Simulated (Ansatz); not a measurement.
**CH₃Cl₂F₂MoN: how energies converge with the basis set**

One table from this session's results is given with a row withheld; the runs are named, their logs left out.

Method: one geometry, several basis sets; program: Ansatz 0.2.0, Gaussian basis.

Levels to be run: PBE0-D4/def2-SVP; ωB97M-V/def2-SVP; PBE0-D4/def2-QZVPP; ωB97M-V/def2-QZVPP; the functionals' def2-TZVPP values are taken from earlier runs.

## The geometry

The geometry comes from an earlier relaxation with PBE0-D4 in a triple-zeta def2 set; it is a stationary point, not always the lowest conformer. Mo takes the def2 core potential; no spin-orbit term is included.

10 atoms, charge 0, spin multiplicity 1.

Atoms are counted from 1 here; the program's logs count them from 0.

Bond lengths: C1–N2 1.411 Å, C1–H8 1.094 Å, C1–H9 1.094 Å, C1–H10 1.093 Å, N2–Mo3 1.670 Å, Mo3–F4 1.858 Å, Mo3–F5 1.858 Å, Mo3–Cl6 2.289 Å, Mo3–Cl7 2.289 Å. Angles: N2–C1–H8 109.3°, N2–C1–H9 109.3°, N2–C1–H10 109.8°, H8–C1–H9 109.4°, H8–C1–H10 109.5°, H9–C1–H10 109.5°, C1–N2–Mo3 177.0°, N2–Mo3–F4 105.0°, N2–Mo3–F5 105.0°, N2–Mo3–Cl6 101.6°, N2–Mo3–Cl7 101.6°, F4–Mo3–F5 84.5°, F4–Mo3–Cl6 86.8°, F4–Mo3–Cl7 153.3°, F5–Mo3–Cl6 153.3°, F5–Mo3–Cl7 86.8°, Cl6–Mo3–Cl7 89.8°.

Set-up of the first run:

File in.yaml:

```yaml
crystal:
  periodic: [false, false, false]
  atoms:
    - {symbol: C, position_ang: [0.373923, -1.725850, 0.043861]}
    - {symbol: N, position_ang: [0.034605, -0.360365, -0.061580]}
    - {symbol: Mo, position_ang: [-0.321505, 1.270824, -0.114962]}
    - {symbol: F, position_ang: [-2.143522, 1.354505, -0.471363]}
    - {symbol: F, position_ang: [-0.130412, 1.746938, -1.901183]}
    - {symbol: Cl, position_ang: [-0.860284, 1.695024, 2.068475]}
    - {symbol: Cl, position_ang: [1.741626, 2.202629, 0.220939]}
    - {symbol: H, position_ang: [1.461808, -1.832845, 0.001389]}
    - {symbol: H, position_ang: [0.006568, -2.117684, 0.996860]}
    - {symbol: H, position_ang: [-0.079808, -2.284377, -0.779336]}
basis:
  gaussian: {orbitals: def2-SVP}
hamiltonian: {xc: pbe0, dispersion: d4}
output: {orbitals: {seedname: orbitals}}
```

Launch:

```console
$ ansatz run in.yaml --threads 4 --pin off --events-out ev --progress --plain --max-ram 11315MiB
```

Among the steps run: PBE0-D4 in def2-SVP; ωB97M-V in def2-SVP; PBE0-D4 in def2-QZVPP; ωB97M-V in def2-QZVPP.

One of the session's tables, all rows but one given; the rest of the session is left out.

It belongs to the step «Density functionals: the series». 

| functional | basis | HOMO (eV) | LUMO (eV) |
| --- | --- | --- | --- |
| PBE0-D4 | def2-SVP | -8.71 | -4.32 |
| PBE0-D4 | def2-TZVPP | -8.74 | -4.30 |
| PBE0-D4 | def2-QZVPP | ? | ? |
| ωB97M-V | def2-SVP | -10.82 | -2.17 |
| ωB97M-V | def2-TZVPP | -10.89 | -2.19 |
| ωB97M-V | def2-QZVPP | -10.91 | -2.19 |

Estimate the missing values for PBE0-D4, def2-QZVPP.

As computed: HOMO (eV): -8.74; LUMO (eV): -4.29.
